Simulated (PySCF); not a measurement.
# C7H8BN: the cost of one run

Programs: PySCF 2.14.0, with routines of our own; each step states its level. All values are computed. Atoms count from 0.

### 1 The starting structure

17 atoms, charge 0, multiplicity 1; geometry from: GFN2-xTB.

### 2 Magnetic properties: GIAO B3LYP/pcSseg-1

The job: settings as JSON, then the geometry in Å.

```
{"job": {"kind": "mag", "xc": "B3LYP", "basis": "pcSseg-1", "isotopologues": 0}, "charge": 0, "multiplicity": 1}
C     -2.078773     2.603416     0.738553
C     -1.655533     1.491851     0.565617
C     -1.219596     0.171420     0.377490
C     -1.957713    -0.976955     0.494217
C     -1.089248    -2.059978     0.212247
C      0.133339    -1.533346    -0.062624
N      0.088225    -0.159272     0.030565
B      1.155084     0.752207    -0.184042
C      2.586800     0.217244    -0.574320
H     -2.436464     3.578161     0.886688
H     -2.997444    -1.037253     0.750746
H     -1.354068    -3.099412     0.216723
H      1.045686    -2.033043    -0.320145
H      0.921448     1.893121    -0.059396
H      2.557839    -0.353960    -1.501690
H      2.980546    -0.456092     0.186398
H      3.312872     1.013921    -0.708078
```

Method: GIAO B3LYP/pcSseg-1 magnetisability, rotational g tensor and spin-rotation constants, non-relativistic, gas phase.

On the command line:

```sh
$ OMP_NUM_THREADS=1 python excited_run.py task.json out
```

The driver reads the jobs from task.json and runs them one after another.

Q: Estimate the wall time and peak memory of this first job on 1 thread of Arm Neoverse N1, shared host.

About 59 s, with a peak of 0.85 GiB.
